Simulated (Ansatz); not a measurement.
This script for a ladder of basis sets of ClSr with Ansatz's Python interface holds a mistake.

`run_basis.py`
```python
"""Basis-set convergence for ClSr."""

import warnings

import ansatz as az

GEOMETRY = """
Sr    0.00000    0.00000    0.00000
Cl    0.00000    0.00000    2.68000
"""


def main() -> None:
    warnings.simplefilter("ignore", az.DeckWarning)

    clsr = az.Crystal.molecule()
    for line in GEOMETRY.strip().splitlines():
        symbol, *xyz = line.split()
        clsr = clsr.atom(symbol, [float(v) for v in xyz])

    setup = clsr.calculation().functional("B3LYP").spin("collinear", total=1)

    energies = {}
    for basis in ["def2-SVP", "def2-SVPD", "def2-TZVP", "def2-TZVPP"]:
        rep = setup.basis(gaussian=basis).run(threads=1, backend="cpu").report()
        size = rep["n_frozen"] + rep["n_occupied"][0] + rep["n_virtual"][0]
        energies[basis] = (rep["reference_energy_ev"] / 27.211386246, rep["free_energy_ev"] / 27.211386246)
        print(f"{basis:14s} {size:4d} orbitals  reference {energies[basis][0]:14.6f} Ha  total {energies[basis][1]:14.6f} Ha")

    last = energies["def2-TZVPP"][1]
    for basis, (_, total) in energies.items():
        print(f"{basis:14s} lies {27.211386 * (total - last):9.4f} eV above def2-TZVPP")


if __name__ == "__main__":
    main()
```

`python run_basis.py` gives:
```text
Traceback (most recent call last):
  File "run_basis.py", line 36, in <module>
    main()
    ~~~~^^
  File "run_basis.py", line 25, in main
    rep = setup.basis(gaussian=basis).run(threads=1, backend="cpu").report()
TypeError: 'dict' object is not callable
```

What is wrong, and how is it mended?

The fault: report is a dict, not a method. The correction:

```diff
--- before
+++ after
@@ -24,3 +24,3 @@
     for basis in ["def2-SVP", "def2-SVPD", "def2-TZVP", "def2-TZVPP"]:
-        rep = setup.basis(gaussian=basis).run(threads=1, backend="cpu").report()
+        rep = setup.basis(gaussian=basis).run(threads=1, backend="cpu").report
         size = rep["n_frozen"] + rep["n_occupied"][0] + rep["n_virtual"][0]
```

With that change:

Output of `python run_basis.py`:
```text
def2-SVP         41 orbitals  reference    -490.853465 Ha  total    -490.853465 Ha
def2-SVPD        53 orbitals  reference    -490.861613 Ha  total    -490.861613 Ha
def2-TZVP        70 orbitals  reference    -491.020620 Ha  total    -491.020620 Ha
def2-TZVPP       82 orbitals  reference    -491.021078 Ha  total    -491.021078 Ha
def2-SVP       lies    4.5610 eV above def2-TZVPP
def2-SVPD      lies    4.3393 eV above def2-TZVPP
def2-TZVP      lies    0.0125 eV above def2-TZVPP
def2-TZVPP     lies    0.0000 eV above def2-TZVPP
```

The drop along the ladder measures the basis error, and is no property of the molecule. The geometry is a force-field or estimated start, not a minimum of this method, and the last set is no limit. Much of the fall in a total is atomic energy, which cancels in bond and reaction energies. def2 sets replace the cores of elements past krypton by effective core potentials. The species is open-shell (spin multiplicity 2). b3lyp holds the VWN-RPA fit, as in Gaussian; the form of ORCA and Turbomole is b3lyp5. The spin state was assumed, and another may lie lower. The whole script took 8.4 s on 1 thread of Arm Neoverse V2, with other jobs on the host, peak memory 0.22 GiB.

(Lines on the test bed's own set-up are left out of the output.)
